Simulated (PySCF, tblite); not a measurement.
# C4H11BS: geometry, infrared bands and NMR shifts

Aim: predict the infrared bands and NMR shifts of C4H11BS (`BSCC(C)C`).

Computed with tblite 0.8.0 and PySCF 2.14.0, with density-fitted response routines of our own, on a single molecule in the gas phase. Atoms count from 0, in the outputs and in this text.

## 1. Starting geometry

17 atoms, charge 0, multiplicity 1; geometry from: force field or distance geometry start.

Bonds of the start (Å): B0–S1 1.90, S1–C2 1.82, C2–C3 1.55, C3–C4 1.54, C3–C5 1.54, B0–H6 1.18, B0–H7 1.18, C2–H8 1.11, C2–H9 1.11, C3–H10 1.10, C4–H11 1.12, C4–H12 1.11, C4–H13 1.10, C5–H14 1.10, C5–H15 1.10, C5–H16 1.12.

## 2. Geometry optimisation with GFN2-xTB

What the job is given:

```
{"job": {"kind": "relax", "xc": "GFN2-xTB", "basis": "xTB"}, "charge": 0, "multiplicity": 1}
B      3.289400     0.548600     0.121300
S      1.873100    -0.115400    -0.955000
C      0.572300     0.388600     0.220000
C     -0.828000    -0.001900    -0.317200
C     -1.925800     0.661000     0.533100
C     -1.020200    -1.534300    -0.294100
H      3.645100     1.669800    -0.018200
H      3.789300    -0.133700     0.942800
H      0.615200     1.494800     0.327500
H      0.734600    -0.069100     1.218600
H     -0.933500     0.345600    -1.359100
H     -2.931200     0.388600     0.133300
H     -1.829100     1.769300     0.484200
H     -1.854400     0.344700     1.586100
H     -0.272100    -2.018800    -0.946100
H     -2.028300    -1.797600    -0.657500
H     -0.903400    -1.928000     0.743500
```

Launch:

```
$ OMP_NUM_THREADS=1 python probes_run.py task.json out
```

One launch serves the whole session: the jobs run in the order shown.

The log of the run:

```text
step      E/eV     max force
  0    -507.26279    1.092
  1    -507.34274    0.758
  2    -507.38813    0.282
  3    -507.39211    0.152
  4    -507.39463    0.106
  5    -507.39594    0.098
  6    -507.39813    0.125
  7    -507.39946    0.125
  8    -507.40052    0.081
  9    -507.40121    0.065
 10    -507.40193    0.084
 11    -507.40291    0.097
 12    -507.40430    0.127
 13    -507.40576    0.114
 14    -507.40681    0.068
 15    -507.40756    0.078
 16    -507.40859    0.110
 17    -507.41094    0.183
 18    -507.41620    0.349
 19    -507.42262    0.464
 20    -507.43487    0.412
 21    -507.46794    0.659
 22    -507.48938    0.613
 23    -507.52955    0.846
 24    -507.57927    0.699
 25    -507.62776    0.509
 26    -507.69823    0.844
 27    -507.74262    0.783
 28    -507.81040    0.575
 29    -507.91003    0.554
 30    -507.95055    0.522
 31    -507.98564    0.498
 32    -508.05773    0.663
 33    -508.09291    0.468
 34    -508.11135    0.426
 35    -508.13478    0.266
 36    -508.15179    0.269
 37    -508.16149    0.202
 38    -508.16719    0.215
 39    -508.17195    0.171
 40    -508.17672    0.167
 41    -508.18198    0.132
 42    -508.18471    0.107
 43    -508.18720    0.098
 44    -508.18912    0.110
 45    -508.19138    0.133
 46    -508.19438    0.131
 47    -508.19872    0.153
 48    -508.20420    0.181
 49    -508.20977    0.164
 50    -508.21413    0.131
 51    -508.21722    0.115
 52    -508.21956    0.091
 53    -508.22120    0.083
 54    -508.22232    0.070
 55    -508.22320    0.067
 56    -508.22396    0.068
 57    -508.22461    0.073
 58    -508.22523    0.077
 59    -508.22584    0.057
 60    -508.22644    0.050
 61    -508.22700    0.055
 62    -508.22755    0.068
 63    -508.22812    0.066
 64    -508.22868    0.048
 65    -508.22915    0.055
 66    -508.22955    0.053
 67    -508.22990    0.050
 68    -508.23027    0.046
 69    -508.23069    0.057
 70    -508.23124    0.082
 71    -508.23207    0.091
 72    -508.23323    0.083
 73    -508.23443    0.089
 74    -508.23529    0.065
 75    -508.23577    0.071
 76    -508.23618    0.066
 77    -508.23665    0.051
 78    -508.23731    0.049
 79    -508.23753    0.027
 80    -508.23770    0.035
 81    -508.23786    0.030
 82    -508.23810    0.032
 83    -508.23839    0.041
 84    -508.23862    0.035
 85    -508.23879    0.033
 86    -508.23896    0.031
 87    -508.23913    0.024
 88    -508.23926    0.021
 89    -508.23932    0.016
 90    -508.23935    0.015
 91    -508.23937    0.013
 92    -508.23940    0.011
 93    -508.23943    0.011
 94    -508.23947    0.014
 95    -508.23950    0.014
 96    -508.23953    0.013
 97    -508.23957    0.016
 98    -508.23963    0.023
 99    -508.23971    0.030
100    -508.23981    0.030
101    -508.23991    0.024
102    -508.24001    0.016
103    -508.24008    0.014
104    -508.24012    0.012
105    -508.24014    0.011
106    -508.24017    0.011
107    -508.24018    0.007
```

Run time: 1.3 s. Hardware: 1 thread of AMD EPYC, shared host; peak memory 0.18 GiB.

Relaxation path: (not every step is listed)

```
step  energy from step 0 (eV)  largest force (eV/Å)
   0                   0.0000                1.0917
   1                  -0.0799                0.7583
   2                  -0.1253                0.2822
   3                  -0.1293                0.1524
   4                  -0.1318                0.1057
   5                  -0.1332                0.0984
   6                  -0.1353                0.1253
   7                  -0.1367                0.1250
   8                  -0.1377                0.0809
  17                  -0.1481                0.1826
  26                  -0.4354                0.8445
  35                  -0.8720                0.2661
  44                  -0.9263                0.1103
  53                  -0.9584                0.0830
  62                  -0.9648                0.0684
  71                  -0.9693                0.0909
  80                  -0.9749                0.0347
  89                  -0.9765                0.0161
  98                  -0.9768                0.0234
 102                  -0.9772                0.0163
 103                  -0.9773                0.0143
 104                  -0.9773                0.0124
 105                  -0.9774                0.0112
 106                  -0.9774                0.0111
 107                  -0.9774                0.0071
```

Close pairs (by a distance rule), those that changed most:

```
  bond  before (Å)  after (Å)  change (Å)
 B0–S1       1.899      1.743      -0.156
C4–H11       1.116      1.087      -0.029
C5–H16       1.116      1.088      -0.027
C4–H12       1.114      1.088      -0.026
 C2–C3       1.550      1.525      -0.025
 C2–H8       1.112      1.090      -0.023
 S1–C2       1.824      1.845      +0.021
 C2–H9       1.110      1.090      -0.021
```

The next job starts from the end point, and lists it.

## 3. Vibrational analysis with GFN2-xTB

What the job is given:

```
{"job": {"kind": "ir", "xc": "GFN2-xTB", "basis": "xTB"}, "charge": 0, "multiplicity": 1}
B      3.294335     0.559280     0.048841
S      1.881292     0.063606    -0.842672
C      0.490970     0.453931     0.305465
C     -0.851767     0.024116    -0.275776
C     -1.983210     0.569799     0.593985
C     -0.936708    -1.495588    -0.376984
H      4.327609     0.418608    -0.473787
H      3.185584     1.007574     1.122080
H      0.511427     1.530715     0.471251
H      0.687208    -0.061389     1.245258
H     -0.939508     0.448784    -1.281161
H     -2.946272     0.272234     0.187078
H     -1.950597     1.655941     0.637751
H     -1.903746     0.181454     1.607334
H     -0.119667    -1.878465    -0.983016
H     -1.876624    -1.793565    -0.834980
H     -0.877323    -1.945006     0.612540
```

The log of the run:

```text
mode    cm-1     km/mol
  1      19.7      0.50
  2      91.6      1.99
  3     154.4      0.65
  4     204.8      0.06
  5     236.5      0.05
  6     255.2      0.35
  7     332.6      0.51
  8     394.1      0.25
  9     404.9      0.07
 10     435.9      2.11
 11     729.0      6.55
 12     787.4    117.95
 13     812.6      3.70
 14     842.2      2.10
 15     849.7      9.34
 16     889.0      1.49
 17     950.1      2.62
 18     983.4      3.17
 19     989.8      1.24
 20    1068.4      1.13
 21    1141.7      4.73
 22    1160.7     93.68
 23    1186.4      5.42
 24    1214.5      3.59
 25    1236.7     11.62
 26    1316.5      0.28
 27    1333.7      4.15
 28    1407.0      8.09
 29    1419.5      5.41
 30    1443.4      0.83
 31    1494.4      0.09
 32    1496.8      2.46
 33    1503.7      2.28
 34    1506.8      6.13
 35    2645.7     96.80
 36    2701.3     99.39
 37    2943.4     24.11
 38    2984.6     19.24
 39    2988.1     10.53
 40    3025.1      4.79
 41    3031.3     72.95
 42    3034.9     23.79
 43    3040.4     25.26
 44    3045.2     52.17
 45    3049.1     25.57
```

Run time: 1.2 s. Hardware: 1 thread of AMD EPYC, shared host; peak memory 0.18 GiB.

The strongest bands and the atoms that carry them (share of the mass-weighted mode):

```
cm⁻¹  km/mol                      atoms
 787   118.0  H6 39 %, H7 37 %, B0 24 %
1161    93.7  H7 40 %, H6 39 %, B0 17 %
2646    96.8           H7 72 %, H6 24 %
2701    99.4  H6 68 %, H7 20 %, B0 11 %
3031    73.0         H13 63 %, H16 22 %
3040    25.3         H15 58 %, H12 18 %
3045    52.2         H11 67 %, H15 19 %
3049    25.6                   H14 87 %
```

## 4. Nuclear shieldings: PBE0/pcSseg-1

The job, as its differences from that of step 3:

```diff
@@ -1,2 +1,2 @@
-{"job": {"kind": "ir", "xc": "GFN2-xTB", "basis": "xTB"}, "charge": 0, "multiplicity": 1}
+{"job": {"kind": "nmr", "xc": "PBE0", "basis": "pcSseg-1"}, "charge": 0, "multiplicity": 1}
 B      3.294335     0.559280     0.048841
```

Level: GIAO PBE0/pcSseg-1 NMR shielding, non-relativistic, gas phase.

The log of the run:

```text
coarse grid: 13880 points
cycle   1  E = -581.6125438269  dE =  3.697e-01  |g| = 3.500e-01  |ddm| = 3.443e+00
cycle   2  E = -581.6137436485  dE = -1.200e-03  |g| = 3.606e-01  |ddm| = 6.430e-01
cycle   3  E = -581.6477323426  dE = -3.399e-02  |g| = 3.483e-02  |ddm| = 3.122e-01
cycle   4  E = -581.6479998235  dE = -2.675e-04  |g| = 1.645e-02  |ddm| = 6.537e-02
cycle   5  E = -581.6480675554  dE = -6.773e-05  |g| = 4.043e-03  |ddm| = 2.107e-02
cycle   6  E = -581.6480710233  dE = -3.468e-06  |g| = 1.302e-03  |ddm| = 4.087e-03
final grid: 126880 points
cycle   7  E = -581.6861369547  dE = -4.455e-05  |g| = 9.118e-03  |ddm| = 3.052e-02
cycle   8  E = -581.6861261008  dE =  1.085e-05  |g| = 1.114e-02  |ddm| = 1.776e-02
cycle   9  E = -581.6861588627  dE = -3.276e-05  |g| = 7.297e-04  |ddm| = 1.083e-02
cycle  10  E = -581.6861590102  dE = -1.475e-07  |g| = 1.978e-04  |ddm| = 1.200e-03
cycle  11  E = -581.6861590187  dE = -8.562e-09  |g| = 5.614e-05  |ddm| = 2.025e-04
cycle  12  E = -581.6861590195  dE = -7.790e-10  |g| = 1.368e-05  |ddm| = 6.485e-05
converged SCF energy = -581.6861590195

GIAO shielding tensors (ppm)
atom      isotropic    diamagn.    paramagn.     s11        s22        s33       span
  0 B       34.244     196.401    -162.158    -40.039     13.848    128.922    168.962
  1 S      340.504    1058.738    -718.234     36.791    454.198    530.524    493.733
  2 C      134.926     254.123    -119.197     97.202    140.460    167.118     69.916
  3 C      154.222     246.015     -91.794    145.323    154.770    162.572     17.249
  4 C      162.008     246.887     -84.879    144.757    153.101    188.166     43.408
  5 C      164.350     248.345     -83.995    148.806    158.456    185.788     36.981
  6 H       24.710      29.330      -4.620     19.278     26.653     28.200      8.922
  7 H       24.542      30.187      -5.645     17.185     26.218     30.223     13.038
  8 H       28.570      33.894      -5.324     22.728     30.096     32.887     10.159
  9 H       29.141      34.170      -5.029     24.779     29.972     32.673      7.895
 10 H       30.011      32.527      -2.516     26.510     28.763     34.759      8.249
 11 H       30.451      29.518       0.933     25.936     28.023     37.394     11.459
 12 H       30.566      30.195       0.372     26.113     28.217     37.369     11.256
 13 H       30.988      30.517       0.470     27.636     28.945     36.382      8.747
 14 H       29.891      30.652      -0.760     24.153     30.207     35.314     11.161
 15 H       30.642      30.175       0.467     26.433     27.898     37.595     11.161
 16 H       31.265      31.160       0.106     28.225     28.820     36.751      8.526
```

Wall time 64 s (1 thread of AMD EPYC, shared host); peak memory 0.74 GiB.

Shifts follow as δ = σ(reference) − σ, with reference shieldings (ppm) from runs at the same level and on the same kind of geometry: 1H TMS 31.72, 13C TMS 186.9, 11B BF3·OEt2 100.1, 33S CS2 504. The references are single molecules in the gas phase. Atoms listed in one row are averaged.

```
                       atoms                         environment  σ (ppm)  δ (ppm)  δ scaled to CDCl3
                          C2                 sp3 CH2 bonded to S    134.9     52.0               44.4
                          C3                              sp3 CH    154.2     32.7               30.0
                      C4, C5                       methyl carbon    163.2     23.7               21.3
                      H6, H7     hydrogen on a boron bonded to S    24.63     7.09                  –
                      H8, H9  hydrogen on an sp3 CH2 bonded to S    28.86     2.86               2.80
                         H10               hydrogen on an sp3 CH    30.01     1.71               1.71
H11, H12, H13, H14, H15, H16         hydrogen on a methyl carbon    30.63     1.08               1.13
                          B0              boron bonded to S, 2 H     34.2     65.8                  –
                          S1               sulfur bonded to C, B      341      163                  –
```

The scaled column applies a straight-line fit of computed shieldings to shifts measured in CDCl3, with any fitted terms for Cl, Br or S neighbours (root-mean-square error 0.16 ppm for H, 1.9 ppm for C).

The run also stored atomic charges by several schemes (e):

```
 atoms  Mulliken    IAO  Hirshfeld  ESP fit
    B0      0.01  -0.22       0.05     0.22
    S1     -0.08   0.16       0.03    -0.22
    C2     -0.31  -0.33      -0.06    -0.26
    C3     -0.38  -0.09      -0.02     0.45
C4, C5     -0.21  -0.42      -0.12    -0.55
```

Mayer bond orders: B0–S1 1.38, S1–C2 0.98, C2–C3 0.99, C3–C4 1.04, C3–C5 1.02.

Orbitals, density, ELF and potential are computed afterwards from the orbital file.

Frontier orbitals at PBE0/pcSseg-1, with the share of their density that lies nearest to each atom:

```
orbital  energy (eV)                                   lies on
   HOMO        -7.78                          S1 66 %; B0 15 %
   LUMO        -1.04  B0 46 %; S1 18 %; H6, H7 about 15 % each
```

ELF in a plane through or near 9 of the atoms.

Ten even steps from '0' (0.00) to '9' (1.00):
```
0000000000000000000000000000
0000000000000000000000000000
0000000000000000000000000000
0000000000000000220000000000
0000000000013002997000000000
0000000200079703998100000000
0000015850299901896331000000
0000026970189911514995000000
0000135861155454736998100000
0007985426571192877997000000
0019999548586672631451000000
0019999477462048852000000000
0008998258881055289710000000
0002772038970398399960000000
0000000026630899689950000000
0000000002300899238600000000
0000000000000275000000000000
0000000000000000000000000000
0000000000000000000000000000
0000000000000000000000000000
```
The map spans 13.9 Å across and 9.5 Å up, centred on the molecule. Atoms in the plane (x, y in Å): B0 (-3.3, 0.0), C2 (-0.6, 0.4), C4 (1.9, 1.0), C5 (1.2, -1.4), H6 (-4.3, -0.5), H8 (-0.7, 1.4), H11 (2.9, 0.7), H14 (0.4, -2.1), H15 (2.1, -1.7).

log10 of the density (e/Å³) in the same plane.

Values, 10 rows by 14 columns:
```
-4.0 -4.0 -4.0 -4.0 -4.0 -4.0 -4.0 -4.0 -4.0 -4.0 -4.0 -4.0 -4.0 -4.0
-4.0 -4.0 -4.0 -4.0 -4.0 -4.0 -3.9 -3.6 -3.0 -3.1 -3.9 -4.0 -4.0 -4.0
-4.0 -4.0 -3.7 -3.0 -2.9 -2.6 -2.0 -2.2 -1.2 -1.4 -2.6 -3.9 -4.0 -4.0
-4.0 -3.7 -2.6 -1.6 -1.4 -1.4 -0.1 -1.2 -0.1 -0.2 -1.4 -2.9 -4.0 -4.0
-4.0 -3.0 -1.7 -0.6 -0.4 -0.8  0.3 -0.3  0.1  0.3 -0.5 -2.4 -4.0 -4.0
-4.0 -2.5 -0.7  0.1  0.1  0.0  0.0  0.1  0.1 -0.9 -1.4 -2.9 -4.0 -4.0
-4.0 -2.7 -1.3 -0.8 -0.7 -0.1 -1.0 -0.4  0.5 -0.4 -1.9 -3.6 -4.0 -4.0
-4.0 -3.7 -2.8 -2.4 -1.8 -1.4 -1.5  0.1 -0.3 -0.5 -2.0 -3.9 -4.0 -4.0
-4.0 -4.0 -4.0 -3.9 -3.3 -2.9 -2.6 -1.7 -1.9 -2.3 -3.3 -4.0 -4.0 -4.0
-4.0 -4.0 -4.0 -4.0 -4.0 -4.0 -4.0 -3.7 -3.6 -4.0 -4.0 -4.0 -4.0 -4.0
```
The map spans 13.9 Å across and 9.5 Å up, centred on the molecule. Atoms in the plane (x, y in Å): B0 (-3.3, 0.0), C2 (-0.6, 0.4), C4 (1.9, 1.0), C5 (1.2, -1.4), H6 (-4.3, -0.5), H8 (-0.7, 1.4), H11 (2.9, 0.7), H14 (0.4, -2.1), H15 (2.1, -1.7).

On the surface of density 0.002 e/bohr³ the electrostatic potential runs, from the 1st to the 99th percentile, from -0.62 V near S1 to 0.83 V near H8.

## 5. Outcome

| quantity | value |
| --- | --- |
| strongest single infrared mode (GFN2-xTB) | 787 cm⁻¹, 118 km/mol |
| zero-point energy (GFN2-xTB) | 89.8 kcal/mol |
| 13C shifts against TMS (PBE0/pcSseg-1, means over atoms taken as alike) | 52.0, 32.7, 23.7 ppm |
| 1H shifts against TMS (PBE0/pcSseg-1, means over atoms taken as alike) | 7.09, 2.86, 1.71, 1.08 ppm |
| 11B shifts against BF3·OEt2 (PBE0/pcSseg-1) | 65.8 ppm |
| 33S shifts against CS2 (PBE0/pcSseg-1) | 163 ppm |
| surface potential, 1st and 99th percentile | -0.62 V and 0.83 V |

What this shows: Relaxing lowered the energy by 0.977 eV in 107 steps; the close pair that moved most is B0–S1, from 1.899 to 1.743 Å. No mode is imaginary among the 45: a minimum at this level. The strongest single mode, at 787 cm⁻¹, moves mainly H6 and H7. GFN2-xTB is a fitted tight-binding method: band positions and strengths are rough. Its intensities can rank the bands wrongly. At PBE0/pcSseg-1: The largest span, 494 ppm, is at S1, where the paramagnetic term is -718 ppm. By nearest atom (PBE0/pcSseg-1), the HOMO sits on S1 66 %; B0 15 % and the LUMO on B0 46 %; S1 18 %.
